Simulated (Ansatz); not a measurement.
# Arsine (AsH₃): basis-set convergence

One table from this session's results is given with a row withheld; the runs are named, their logs left out.

The runs use Ansatz 0.2.0, Gaussian basis; one geometry, several basis sets.

Levels to be run: PBE0-D4/def2-SVP; ωB97M-V/def2-SVP; PBE0-D4/def2-QZVPP; ωB97M-V/def2-QZVPP; the functionals' def2-TZVPP values are taken from earlier runs.

### Structure used throughout

All runs share one geometry, relaxed beforehand with PBE0-D4 in a triple-zeta def2 set.

SMILES `[AsH3]`, 4 atoms, charge 0, spin multiplicity 1.

Atoms are counted from 1 here; the program's logs count them from 0.

Bond lengths: As1–H2 1.522 Å, As1–H3 1.522 Å, As1–H4 1.522 Å. Angles: H2–As1–H3 92.0°, H2–As1–H4 92.0°, H3–As1–H4 92.0°.

Set-up of the first run:

The input, in.yaml:

```yaml
crystal:
  periodic: [false, false, false]
  atoms:
    - {symbol: As, position_ang: [-0.215793, 0.487646, -0.346016]}
    - {symbol: H, position_ang: [0.349935, 0.630320, 1.059371]}
    - {symbol: H, position_ang: [-1.067997, -0.705456, 0.061106]}
    - {symbol: H, position_ang: [0.933855, -0.412500, -0.774461]}
basis:
  gaussian: {orbitals: def2-SVP}
hamiltonian: {xc: pbe0, dispersion: d4}
output: {orbitals: {seedname: orbitals}}
```

Started as:

```bash
$ ansatz run in.yaml --threads 2 --pin off --events-out ev --progress --plain --max-ram 32768MiB --backend cpu
```

Steps of the session up to this table: PBE0-D4 in def2-SVP; ωB97M-V in def2-SVP; PBE0-D4 in def2-QZVPP; ωB97M-V in def2-QZVPP.

One table of the session follows, with a row left open; its other results are not shown here.

It belongs to the step «Functionals by basis». 

| functional | basis | HOMO (eV) | LUMO (eV) |
| --- | --- | --- | --- |
| PBE0-D4 | def2-SVP | -7.76 | 0.85 |
| PBE0-D4 | def2-TZVPP | -7.81 | 0.68 |
| PBE0-D4 | def2-QZVPP | -7.86 | 0.44 |
| ωB97M-V | def2-SVP | ? | ? |
| ωB97M-V | def2-TZVPP | -10.00 | 2.57 |
| ωB97M-V | def2-QZVPP | -10.04 | 1.72 |

Q: Estimate the row for ωB97M-V, def2-SVP from the others.

As computed: HOMO (eV): -9.92; LUMO (eV): 2.86. In the column «HOMO (eV)» it lies between ωB97M-V, def2-TZVPP (-10.00) and PBE0-D4, def2-QZVPP (-7.86).
